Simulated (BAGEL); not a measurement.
# AlPH3F3 (SMILES [H][Al]([H])([H])<-[P](F)(F)F): RI-MP2/cc-pVDZ (density fitting with qzvpp-jkfit)

Aim: the energy change on altering one bond length of AlPH3F3 at RI-MP2/cc-pVDZ (density fitting with qzvpp-jkfit), from 2 runs. 

Program for the calculation: BAGEL 1.2.2.

22 further runs of the same task are left out: 2 that didn't finish, 20 set aside as unsound or not needed.

## Step 1: Starting point

The species is AlPH3F3 (8 atoms), meant as a singlet with charge 0. SMILES: `[H][Al]([H])([H])<-[P](F)(F)F`. Geometry: a GFN2-xTB relaxation, a rough one for these elements and not checked as a minimum.

Bond lengths: Al1–P2 2.534 Å, P2–F3 1.584 Å, P2–F4 1.582 Å, P2–F5 1.581 Å, Al1–H6 1.563 Å, Al1–H7 1.561 Å, Al1–H8 1.561 Å. Some angles: Al1–P2–F3 123.8°, Al1–P2–F4 121.4°, Al1–P2–F5 119.9°, F3–P2–F4 94.8°, F3–P2–F5 94.9°, F4–P2–F5 94.9°, P2–Al1–H6 92.5°, P2–Al1–H7 93.3°, P2–Al1–H8 93.1°, H6–Al1–H7 119.7°.

## Step 2: The energy at RI-MP2/cc-pVDZ (density fitting with qzvpp-jkfit)

File input.json:

```json
{ "bagel" : [

{
  "title" : "molecule",
  "basis" : "cc-pvdz.json",
  "df_basis" : "qzvpp-jkfit",
  "angstrom" : true,
  "geometry" : [
    { "atom" : "Al", "xyz" : [   -0.001780,    0.003780,   -1.548500 ] },
    { "atom" : "P", "xyz" : [   -0.017700,    0.006600,    0.985310 ] },
    { "atom" : "F", "xyz" : [   -1.336360,    0.090620,    1.859070 ] },
    { "atom" : "F", "xyz" : [    0.760270,    1.107170,    1.813670 ] },
    { "atom" : "F", "xyz" : [    0.593410,   -1.216990,    1.778500 ] },
    { "atom" : "H", "xyz" : [    1.559130,   -0.035690,   -1.607090 ] },
    { "atom" : "H", "xyz" : [   -0.745240,    1.372760,   -1.645700 ] },
    { "atom" : "H", "xyz" : [   -0.811720,   -1.328260,   -1.635260 ] }
  ]
},
{
  "title" : "hf"
},
{
  "title" : "mp2",
  "ncore" : 13
}

]}
```

The basis set cc-pVDZ is read from a file made from the Basis Set Exchange's data (not shown).

The run is started by

```console
BAGEL_NUM_THREADS=1 BAGEL input.json > input.out
```

Output:

```text
* using 1 threads per process

  ===============================================================
  ===============================================================

  *** Geometry ***

  { "atom" : "Al", "xyz" : [     -0.003364,      0.007143,     -2.926241 ] },
  { "atom" : "P", "xyz" : [     -0.033448,      0.012472,      1.861966 ] },
  { "atom" : "F", "xyz" : [     -2.525354,      0.171247,      3.513133 ] },
  { "atom" : "F", "xyz" : [      1.436702,      2.092248,      3.427340 ] },
  { "atom" : "F", "xyz" : [      1.121382,     -2.299778,      3.360878 ] },
  { "atom" : "H", "xyz" : [      2.946329,     -0.067444,     -3.036960 ] },
  { "atom" : "H", "xyz" : [     -1.408299,      2.594140,     -3.109922 ] },
  { "atom" : "H", "xyz" : [     -1.533928,     -2.510048,     -3.090194 ] },

  Number of auxiliary basis functions:      541

  Since a DF basis is specified, we compute 2- and 3-index integrals:
    o Being stored without compression. Storage requirement is 0.037 GB

  Number of basis functions:       93
  Number of electrons      :       58

    * METHOD: MOLECULE                             0.44

  *** RHF ***

  === Nuclear Repulsion ===
   315.0004491031

      * DIIS with orbital gradients will be used.

  === RHF iteration (cc-pvdz.json) ===
      0       -882.46025875          0.01738374           0.14
      1       -882.65145909          0.01143501           0.13
      2       -882.76702153          0.00087426           0.14
      3       -882.76836847          0.00026226           0.13
      4       -882.76846497          0.00004459           0.13
      5       -882.76847035          0.00001095           0.13
      6       -882.76847064          0.00000301           0.13
      7       -882.76847066          0.00000136           0.13
      8       -882.76847066          0.00000036           0.13
      9       -882.76847066          0.00000008           0.13
     10       -882.76847066          0.00000003           0.13
     11       -882.76847066          0.00000001           0.13
    * SCF iteration converged.

    * Permanent dipole moment:
           (    0.030285,    -0.014260,     0.072542) a.u.

    * METHOD: HF                                   1.84

  *** RHF ***

  === Nuclear Repulsion ===
   315.0004491031

      * DIIS with orbital gradients will be used.

  === RHF iteration (cc-pvdz.json) ===
      0       -882.76847066          0.00000000           0.12
    * SCF iteration converged.

    * Permanent dipole moment:
           (    0.030286,    -0.014260,     0.072541) a.u.

  === DF-MP2 calculation ===

    * freezing 13 orbitals
    * 3-index integral transformation done
    * assembly done

      MP2 correlation energy:   -0.7561638540      0.07

      MP2 total energy:       -883.5246345157

    * METHOD: MP2                                  0.35

  ===============================================================
```

Run time: 2.9 s. Hardware: 1 thread of Intel Xeon Platinum 8259CL at 2.50GHz (Skylake/Cascade Lake), shared host; peak memory 0.15 GiB.

## Step 3: The distorted shape, same level

File job.json:

```json
{ "bagel" : [

{
  "title" : "molecule",
  "basis" : "cc-pvdz.json",
  "df_basis" : "qzvpp-jkfit",
  "angstrom" : true,
  "geometry" : [
    { "atom" : "Al", "xyz" : [       0.221249,      -0.406897,      -1.519341 ] },
    { "atom" : "P", "xyz" : [       0.205329,      -0.404077,       1.014469 ] },
    { "atom" : "F", "xyz" : [      -1.113331,      -0.320057,       1.888229 ] },
    { "atom" : "F", "xyz" : [       0.983299,       0.696493,       1.842829 ] },
    { "atom" : "F", "xyz" : [       0.816439,      -1.627667,       1.807659 ] },
    { "atom" : "H", "xyz" : [       1.782159,      -0.446367,      -1.577931 ] },
    { "atom" : "H", "xyz" : [      -0.745240,       1.372760,      -1.645700 ] },
    { "atom" : "H", "xyz" : [      -0.588691,      -1.738937,      -1.606101 ] }
  ]
},

{ "title" : "hf" },

{ "title" : "mp2", "ncore" : 13 }

]}
```

The basis set cc-pVDZ is read from a file made from the Basis Set Exchange's data (not shown).

The run is started by

```console
BAGEL_NUM_THREADS=1 BAGEL job.json > job.out
```

Output:

```text
* using 1 threads per process

  ===============================================================
  ===============================================================

  *** Geometry ***

  { "atom" : "Al", "xyz" : [      0.418100,     -0.768924,     -2.871138 ] },
  { "atom" : "P", "xyz" : [      0.388016,     -0.763595,      1.917069 ] },
  { "atom" : "F", "xyz" : [     -2.103891,     -0.604820,      3.568236 ] },
  { "atom" : "F", "xyz" : [      1.858166,      1.316181,      3.482442 ] },
  { "atom" : "F", "xyz" : [      1.542846,     -3.075845,      3.415980 ] },
  { "atom" : "H", "xyz" : [      3.367792,     -0.843511,     -2.981857 ] },
  { "atom" : "H", "xyz" : [     -1.408299,      2.594140,     -3.109922 ] },
  { "atom" : "H", "xyz" : [     -1.112465,     -3.286115,     -3.035091 ] },

  Number of auxiliary basis functions:      541

  Since a DF basis is specified, we compute 2- and 3-index integrals:
    o Being stored without compression. Storage requirement is 0.037 GB

  Number of basis functions:       93
  Number of electrons      :       58

    * METHOD: MOLECULE                             0.48

  *** RHF ***

  === Nuclear Repulsion ===
   313.5313254849

      * DIIS with orbital gradients will be used.

  === RHF iteration (cc-pvdz.json) ===
      0       -882.42830372          0.01741225           0.13
      1       -882.62027207          0.01153188           0.12
      2       -882.73796903          0.00086717           0.14
      3       -882.73939977          0.00026120           0.13
      4       -882.73950214          0.00004635           0.13
      5       -882.73950809          0.00001202           0.12
      6       -882.73950843          0.00000426           0.12
      7       -882.73950846          0.00000157           0.13
      8       -882.73950846          0.00000037           0.13
      9       -882.73950846          0.00000009           0.13
     10       -882.73950846          0.00000003           0.14
     11       -882.73950846          0.00000001           0.13
    * SCF iteration converged.

    * Permanent dipole moment:
           (   -0.163300,     0.343660,    -0.005277) a.u.

    * METHOD: HF                                   1.83

  *** RHF ***

  === Nuclear Repulsion ===
   313.5313254849

      * DIIS with orbital gradients will be used.

  === RHF iteration (cc-pvdz.json) ===
      0       -882.73950846          0.00000000           0.12
    * SCF iteration converged.

    * Permanent dipole moment:
           (   -0.163300,     0.343660,    -0.005278) a.u.

  === DF-MP2 calculation ===

    * freezing 13 orbitals
    * 3-index integral transformation done
    * assembly done

      MP2 correlation energy:   -0.7567697615      0.07

      MP2 total energy:       -883.4962782239

    * METHOD: MP2                                  0.34

  ===============================================================
```

It took 3 s on 1 thread of Intel Xeon Platinum 8259CL at 2.50GHz (Skylake/Cascade Lake), shared host; peak memory 0.15 GiB.

## Step 4: What came out

At RI-MP2/cc-pVDZ (density fitting with qzvpp-jkfit), 13 core orbitals frozen:

| quantity | value |
| --- | --- |
| first shape: total energy | -883.52463 Eh |
| first shape: correlation energy (13 core orbitals frozen) | -756.2 mEh |
| distorted shape: total energy | -883.49628 Eh |
| distorted shape: correlation energy (13 core orbitals frozen) | -756.8 mEh |
| energy change with the Al1–H7 bond stretched from 1.561 to 2.029 Å | 0.772 eV |

In words: With the Al1–H7 bond stretched from 1.561 to 2.029 Å the energy rises by 0.77 eV (17.8 kcal/mol). The first shape isn't relaxed at this level, so the change isn't measured from a minimum.
